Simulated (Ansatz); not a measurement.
# C5H15ClGeOSi: a ladder of functionals and wavefunction methods

How much do the methods differ for C5H15ClGeOSi? The plan is to run it at one geometry with functionals of several rungs and with coupled cluster. The yardstick is the atomisation energy at the CCSD(T) limit.

The runs use Ansatz 0.2.0, Gaussian basis; functionals in def2-TZVPP, the program's frozen cores in correlated methods.

Plan: LDA (SPW92), PBE-D4, revPBE-D4, BLYP-D4, r2SCAN-D4, B97M-V, PBE0-D4, B3LYP-D4, r2SCANh-D4, r2SCAN0-D4, HSE06-D4, BHLYP-D4, CAM-B3LYP-D4, LC-ωPBE, ωB97X-V, ωB97M-V, B2PLYP, PBE-QIDH; CCSD(T)/def2-SVP; CCSD(T)/def2-TZVPP; MP2/def2-QZVPP; extrapolation to the limit; RPA on PBE.

**1. The geometry**

An earlier PBE0-D4 in a triple-zeta def2 set relaxation fixed the geometry.

SMILES `C[Si](C)(C)[O][Ge]([CH3])([CH3])[Cl]`, 24 atoms, charge 0, spin multiplicity 1.

Atoms are counted from 1 here; the program's logs count them from 0.

Bond lengths: C1–Si2 1.864 Å, C1–H10 1.093 Å, C1–H11 1.093 Å, C1–H12 1.094 Å, Si2–C3 1.871 Å, Si2–C4 1.868 Å, Si2–O5 1.651 Å, C3–H13 1.093 Å, C3–H14 1.094 Å, C3–H15 1.093 Å, C4–H16 1.094 Å, C4–H17 1.093 Å, C4–H18 1.093 Å, O5–Ge6 1.758 Å, Ge6–C7 1.931 Å, Ge6–C8 1.938 Å, Ge6–Cl9 2.173 Å, C7–H19 1.090 Å and more. Angles: Si2–C1–H10 110.9°, Si2–C1–H11 110.7°, Si2–C1–H12 111.2°, H10–C1–H11 107.9°, H10–C1–H12 108.0°, H11–C1–H12 108.0°, C1–Si2–C3 110.3°, C1–Si2–C4 110.6°, C1–Si2–O5 106.6°, C3–Si2–C4 109.7°, C3–Si2–O5 108.9°, C4–Si2–O5 110.5°, Si2–C3–H13 110.9°, Si2–C3–H14 111.0°, Si2–C3–H15 111.4°, H13–C3–H14 107.8°, H13–C3–H15 107.9°, H14–C3–H15 107.6° and more.

**2. LDA**

This LDA is Slater exchange with PW92 correlation.

File in.yaml:

```yaml
crystal:
  periodic: [false, false, false]
  atoms:
    - {symbol: C, position_ang: [-2.702721, -0.829901, 0.932576]}
    - {symbol: Si, position_ang: [-0.941552, -0.919363, 0.328512]}
    - {symbol: C, position_ang: [0.134182, -1.785366, 1.590283]}
    - {symbol: C, position_ang: [-0.850292, -1.821853, -1.304100]}
    - {symbol: O, position_ang: [-0.420698, 0.637895, 0.159195]}
    - {symbol: Ge, position_ang: [0.859420, 1.489158, -0.693951]}
    - {symbol: C, position_ang: [0.762359, 3.339511, -0.149136]}
    - {symbol: C, position_ang: [2.555711, 0.580085, -0.462059]}
    - {symbol: Cl, position_ang: [0.385068, 1.399518, -2.812835]}
    - {symbol: H, position_ang: [-2.763130, -0.280765, 1.875633]}
    - {symbol: H, position_ang: [-3.336118, -0.317507, 0.204128]}
    - {symbol: H, position_ang: [-3.115548, -1.829146, 1.096363]}
    - {symbol: H, position_ang: [0.123855, -1.252131, 2.544531]}
    - {symbol: H, position_ang: [-0.218104, -2.804580, 1.772580]}
    - {symbol: H, position_ang: [1.172062, -1.850357, 1.252242]}
    - {symbol: H, position_ang: [-1.225338, -2.844131, -1.199017]}
    - {symbol: H, position_ang: [0.175464, -1.882239, -1.678111]}
    - {symbol: H, position_ang: [-1.447831, -1.316736, -2.066594]}
    - {symbol: H, position_ang: [-0.244007, 3.712933, -0.337571]}
    - {symbol: H, position_ang: [0.979947, 3.421774, 0.916891]}
    - {symbol: H, position_ang: [1.478178, 3.938867, -0.712046]}
    - {symbol: H, position_ang: [2.807183, 0.529639, 0.598658]}
    - {symbol: H, position_ang: [3.342787, 1.116293, -0.993319]}
    - {symbol: H, position_ang: [2.489122, -0.431598, -0.862873]}
basis:
  gaussian: {orbitals: def2-TZVPP}
hamiltonian: {xc: lda}
output: {orbitals: {seedname: orbitals}}
```

The runs that follow: PBE-D4 (GGA); revPBE-D4 (GGA); BLYP-D4 (GGA); r2SCAN-D4 (meta-GGA); B97M-V (meta-GGA); PBE0-D4 (hybrid); B3LYP-D4 (hybrid); r2SCANh-D4 (hybrid); r2SCAN0-D4 (hybrid); HSE06-D4 (hybrid); BHLYP-D4 (hybrid); CAM-B3LYP-D4 (range-separated); LC-ωPBE (range-separated); ωB97X-V (range-separated); ωB97M-V (range-separated); B2PLYP (double hybrid); PBE-QIDH (double hybrid); CCSD(T) in def2-SVP; CCSD(T) in def2-TZVPP; MP2 in def2-QZVPP; RPA on PBE orbitals.

**Question.** What will the summary of the whole plan be? Wanted: atomisation energy, CCSD(T)/CBS; farthest beyond LDA; mean size of error, GGA; mean size of error, meta-GGA; mean size of error, hybrid; mean size of error, range-separated; mean size of error, double hybrid; gap, smallest and largest; T1 diagnostic.

The runs gave:

```
                               quantity                                                                                                                              value
        atomisation energy, CCSD(T)/CBS                                                                                                                      9204.8 kJ/mol
 functionals within 92.0 kJ/mol (1.0 %)  PBE-D4, r2SCAN-D4, B97M-V, PBE0-D4, B3LYP-D4, r2SCANh-D4, r2SCAN0-D4, HSE06-D4, CAM-B3LYP-D4, LC-ωPBE, ωB97X-V, ωB97M-V, PBE-QIDH
                    farthest beyond LDA                                                                                                           BHLYP-D4 (-207.2 kJ/mol)
                mean size of error, GGA                                                                                                                        97.3 kJ/mol
           mean size of error, meta-GGA                                                                                                                        18.1 kJ/mol
             mean size of error, hybrid                                                                                                                        57.9 kJ/mol
    mean size of error, range-separated                                                                                                                        20.8 kJ/mol
      mean size of error, double hybrid                                                                                                                        82.9 kJ/mol
              gap, smallest and largest                                                                                          6.12 eV (LDA (SPW92)), 13.31 eV (LC-ωPBE)
                          T1 diagnostic                                                                                                                             0.0102
triples share of the correlation energy                                                                                                                              3.8 %
```

The LDA atomisation energy is off by 1133.5 kJ/mol (12 %): it overbinds. PBE-D4 misses by +76.6 kJ/mol. Double hybrids carry the basis error of their MP2 part in triple zeta, and no dispersion term here, so their miss is partly the set-up's. The rungs meta-GGA, range-separated, hybrid, double hybrid miss on average by less than the doubt on the reference (92.0 kJ/mol), so they tie. Misses under about 92.0 kJ/mol are within the doubt on the reference itself, which lacks core-valence correlation, relativity and higher excitations, and its outer-core shells are covered unevenly. Hartree-Fock recovers 75 % of the binding; the rest is correlation. CCSD(T) in def2-SVP is off by -491.9 kJ/mol, so the small basis spoils what the method gains. The gap grows from 6.1 to 13.3 eV across the functionals, mostly with the share of exact exchange. Correlated methods include outer-core shells of Ge, which these sets cover unevenly.
